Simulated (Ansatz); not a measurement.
**CH7BSSi: a ladder of functionals and wavefunction methods**

The task here is to estimate one member of a computed series from the others.

Method: functionals in def2-TZVPP, the program's frozen cores in correlated methods; program: Ansatz 0.2.0, Gaussian basis.

Levels to be run: LDA (SPW92), PBE-D4, revPBE-D4, BLYP-D4, r2SCAN-D4, B97M-V, PBE0-D4, B3LYP-D4, r2SCANh-D4, r2SCAN0-D4, HSE06-D4, BHLYP-D4, CAM-B3LYP-D4, LC-ωPBE, ωB97X-V, ωB97M-V, B2PLYP, PBE-QIDH; CCSD(T)/def2-SVP; CCSD(T)/def2-TZVPP; MP2/def2-QZVPP; extrapolation to the limit; RPA on PBE.

### The geometry

An earlier PBE0-D4 in a triple-zeta def2 set relaxation fixed the geometry.

SMILES `CBS[SiH3]`, 11 atoms, charge 0, spin multiplicity 1.

Atoms are counted from 1 here; the program's logs count them from 0.

Bond lengths: C1–B2 1.556 Å, C1–H5 1.097 Å, C1–H6 1.091 Å, C1–H7 1.097 Å, B2–S3 1.793 Å, B2–H8 1.200 Å, S3–Si4 2.149 Å, Si4–H9 1.483 Å, Si4–H10 1.484 Å, Si4–H11 1.483 Å. Angles: B2–C1–H5 109.4°, B2–C1–H6 115.0°, B2–C1–H7 109.4°, H5–C1–H6 108.7°, H5–C1–H7 105.1°, H6–C1–H7 108.7°, C1–B2–S3 120.7°, C1–B2–H8 120.8°, S3–B2–H8 118.5°, B2–S3–Si4 99.2°, S3–Si4–H9 110.3°, S3–Si4–H10 107.0°, S3–Si4–H11 110.3°, H9–Si4–H10 109.7°, H9–Si4–H11 109.7°, H10–Si4–H11 109.7°.

As a file:

```mol
CH7BSSi
  3D, bonds by distance, orders not assigned

 11 10  0  0  0  0  0  0  0  0999 V2000
   -1.0435    1.9527    0.0814 C   0  0
   -0.4332    0.5331   -0.1039 B   0  0
    0.9937    0.0184    0.8514 S   0  0
    1.2333   -1.9688    0.0702 Si  0  0
   -1.0461    2.4772   -0.8816 H   0  0
   -0.5399    2.5792    0.8191 H   0  0
   -2.1000    1.8616    0.3610 H   0  0
   -0.9068   -0.2405   -0.8889 H   0  0
    0.0181   -2.7768    0.3350 H   0  0
    2.3970   -2.5718    0.7663 H   0  0
    1.4930   -1.9213   -1.3893 H   0  0
  1  2  8  0
  2  3  8  0
  3  4  8  0
  1  5  8  0
  1  6  8  0
  1  7  8  0
  2  8  8  0
  4  9  8  0
  4 10  8  0
  4 11  8  0
M  END
```

Set-up of the first run:

The input, in.yaml:

```yaml
crystal:
  periodic: [false, false, false]
  atoms:
    - {symbol: C, position_ang: [-1.043535, 1.952693, 0.081441]}
    - {symbol: B, position_ang: [-0.433241, 0.533052, -0.103888]}
    - {symbol: S, position_ang: [0.993697, 0.018431, 0.851399]}
    - {symbol: Si, position_ang: [1.233316, -1.968838, 0.070203]}
    - {symbol: H, position_ang: [-1.046134, 2.477216, -0.881604]}
    - {symbol: H, position_ang: [-0.539935, 2.579226, 0.819119]}
    - {symbol: H, position_ang: [-2.100018, 1.861636, 0.361021]}
    - {symbol: H, position_ang: [-0.906841, -0.240545, -0.888890]}
    - {symbol: H, position_ang: [0.018064, -2.776785, 0.334966]}
    - {symbol: H, position_ang: [2.397039, -2.571798, 0.766252]}
    - {symbol: H, position_ang: [1.492985, -1.921287, -1.389317]}
basis:
  gaussian: {orbitals: def2-TZVPP}
hamiltonian: {xc: lda}
output: {orbitals: {seedname: orbitals}}
```

On the command line:

```sh
ansatz run in.yaml --threads 2 --pin off --events-out ev --progress --plain --max-ram 4352MiB
```

Steps of the session up to this table: LDA; PBE-D4 (GGA); revPBE-D4 (GGA); BLYP-D4 (GGA); r2SCAN-D4 (meta-GGA); B97M-V (meta-GGA); PBE0-D4 (hybrid); B3LYP-D4 (hybrid); r2SCANh-D4 (hybrid); r2SCAN0-D4 (hybrid); HSE06-D4 (hybrid); BHLYP-D4 (hybrid); CAM-B3LYP-D4 (range-separated); LC-ωPBE (range-separated); ωB97X-V (range-separated); ωB97M-V (range-separated); B2PLYP (double hybrid); PBE-QIDH (double hybrid).

One of the session's tables, all rows but one given; the rest of the session is left out.

It belongs to the step «Orbital energies across the functionals». 

| functional | HOMO (eV) | gap (eV) |
| --- | --- | --- |
| LDA (SPW92) | -6.92 | 4.67 |
| PBE-D4 | -6.82 | 4.81 |
| revPBE-D4 | -6.78 | 4.86 |
| BLYP-D4 | -6.65 | 4.81 |
| r2SCAN-D4 | -7.08 | 5.37 |
| B97M-V | -7.19 | 5.45 |
| PBE0-D4 | -7.95 | 6.87 |
| B3LYP-D4 | -7.71 | 6.45 |
| r2SCANh-D4 | -7.50 | 6.11 |
| r2SCAN0-D4 | -8.12 | 7.23 |
| HSE06-D4 | -7.56 | 6.09 |
| BHLYP-D4 | -8.93 | 8.91 |
| CAM-B3LYP-D4 | -9.21 | 9.26 |
| LC-ωPBE | -10.59 | 11.74 |
| ωB97X-V | -10.24 | 11.32 |
| ωB97M-V | ? | ? |

**Question.** Estimate the row for ωB97M-V.

**Answer.** HOMO (eV): -10.09; gap (eV): 10.95. In the column «HOMO (eV)» it lies between ωB97X-V (-10.24) and CAM-B3LYP-D4 (-9.21).
